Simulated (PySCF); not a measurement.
# C8H5F3 ((trifluorovinyl)benzene): the cost of one run

Computed with PySCF 2.14.0 and routines of our own; the level stands in each step. Atoms count from 0.

## Step 1: The starting structure

16 atoms, charge 0, multiplicity 1; geometry from: GFN2-xTB.

## Step 2: Optimising the geometry at PBE0-D3(BJ)/def2-SVP

The job: settings as JSON, then the geometry in Å.

```
{"job": {"xc": "PBE0", "basis": "def2-SVP", "d3": "d3bj", "grid": 2, "kind": "geom"}, "charge": 0, "multiplicity": 1}
F      4.084848    -0.028501    -0.373339
C      2.798885     0.282355    -0.470324
F      2.647316     1.362519    -1.225716
C      1.816155    -0.407794     0.115650
F      2.225782    -1.477276     0.835833
C      0.375972    -0.179064     0.093227
C     -0.447394    -1.051193     0.809558
C     -1.817544    -0.876186     0.812033
C     -2.387917     0.168930     0.104869
C     -1.577124     1.041305    -0.603798
C     -0.205341     0.874442    -0.615602
H     -0.007504    -1.866690     1.362675
H     -2.441586    -1.559208     1.368226
H     -3.459123     0.303486     0.105470
H     -2.017277     1.859738    -1.153278
H      0.404254     1.562081    -1.176894
```

Run with:

```console
$ OMP_NUM_THREADS=1 python excited_run.py task.json out
```

One launch serves the whole session: the jobs run in the order shown.

Q: Estimate the wall time and peak memory of this first job on 1 thread of Arm Neoverse V1, shared host.

About 1.8 min, with a peak of 0.82 GiB.
